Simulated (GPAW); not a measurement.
Crystal: HPbNO4.

```xyz
7
Lattice="3.8571 0.0018 -0.0366 0.1735 4.3344 -0.0165 0.7580 0.8387 5.8766" Properties=species:S:1:pos:R:3 pbc="T T T"
H     2.6784    4.0493    1.1289
Pb    3.2640    2.7055    5.3570
N     3.1776    1.4531    2.9117
O     1.3252    2.6900    4.5562
O     2.9731    4.6255    2.8902
O     2.3661    4.0462    0.1903
O     3.3249    2.1006    1.8421
```

The cell was built by a generator and needn't be a form met in nature.

Base run:

```yaml
Program: GPAW 26.7.0
Functional: PBE
Potentials_or_basis: GPAW PAW data sets (gpaw-data 1.2.1)
Cutoff: 800 eV
Basis: pw
k_mesh: 5 × 5 × 3
Occupations: fermi-dirac, width 0.05 eV
Spin: no spin polarisation
```

Its results: band gap on the k mesh 0.57 eV, indirect (least direct gap 0.88 eV); pressure -0.6 GPa; largest force 0.105 eV/Å.

**Question.** The run is repeated on the same cell with these changes: k mesh from 5 × 5 × 3 to 7 × 6 × 5. What comes out?

**Answer.** Band gap on the k mesh 0.37 eV, indirect (least direct gap 0.60 eV); pressure -0.6 GPa; largest force 0.104 eV/Å.

Caveats: spin-orbit coupling is left out, which as a rule narrows the gap of such compounds by several tenths of an eV; an odd mesh through Γ misses points on the zone boundary, where band edges often lie.
